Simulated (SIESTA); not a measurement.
The system is Zn5SeS4.

```
Se Zn S
1.0
    -1.92407    1.92407   13.60310
     1.92407   -1.92407   13.60310
     1.92407    1.92407  -13.60310
Se Zn S
1 5 4
Direct
  0.25000 0.75000 0.50000
  0.90231 0.90231 0.00000
  0.50000 0.50000 0.00000
  0.09769 0.09769 0.00000
  0.69560 0.69560 0.00000
  0.30440 0.30440 0.00000
  0.85341 0.35341 0.50000
  0.45115 0.95115 0.50000
  0.04885 0.54885 0.50000
  0.64659 0.14659 0.50000
```

The cell comes from a database or a generator and needn't be the stable form of this composition.

```yaml
Program: SIESTA 5.4.2
Task: single point
Functional: PBEsol
Potentials_or_basis: PseudoDojo 0.4 standard (PBEsol files)
Basis: DZP (energy shift 0.003 Ry; two zetas on semicore shells)
Grid_cutoff: 800 Ry
Energy_shift: 0.003 Ry
k_mesh: 10 × 10 × 10
Occupations: fermi-dirac, width 0.05 eV
Spin: no spin polarisation
```

On this cell: pressure 3.3 GPa; largest force 0.128 eV/Å; band gap on the k mesh 2.15 eV, direct.

The same run follows on a disturbed copy (atoms moved at random, drawn with an rms of 0.05 Å):

```xyz
10
Lattice="-1.9241 1.9241 13.6031 1.9241 -1.9241 13.6031 1.9241 1.9241 -13.6031" Properties=species:S:1:pos:R:3 pbc="T T T"
Se    1.9213    0.0294    6.7596
Zn   -0.0095    0.0065   24.5408
Zn   -0.0141   -0.0095   13.5984
Zn   -0.0126    0.0057    2.6594
Zn    0.0175    0.0027   18.9308
Zn   -0.0397    0.0011    8.3104
S    -0.0200    1.9156    9.5753
S     1.8922   -0.0100   12.2156
S     1.8525   -0.0030    1.2829
S     0.0031    1.9210    3.9758
```

Q: What does the disturbed cell give?

A: The energy moves by +6.2 meV/atom; pressure 3.4 GPa; largest force 0.620 eV/Å; band gap on the k mesh 2.05 eV, direct.

Forces in eV/Å, atoms in the order of the input:
```
Se  -0.221 -0.277  0.509
Zn  -0.062 -0.137 -0.241
Zn  -0.106  0.037 -0.311
Zn  -0.306 -0.068 -0.127
Zn  -0.054  0.215 -0.344
Zn   0.200 -0.077 -0.470
S    0.046  0.116  0.276
S    0.075  0.147  0.384
S    0.420 -0.045  0.265
S    0.008  0.088  0.046
```

Stress tensor (GPa, compression positive):
```
-2.48 -1.06 -2.35
-1.06  0.05 -2.10
-2.35 -2.10 12.70
```

Caveats: short orbitals over semicore shells can move pressures by several GPa; the valence orbitals were made in a potential fitted to the semicore shell under them, which widens gaps by tenths of an eV or more; the basis of atomic orbitals isn't converged, which shifts pressures, moduli and gaps.

A k mesh can miss the band edges.
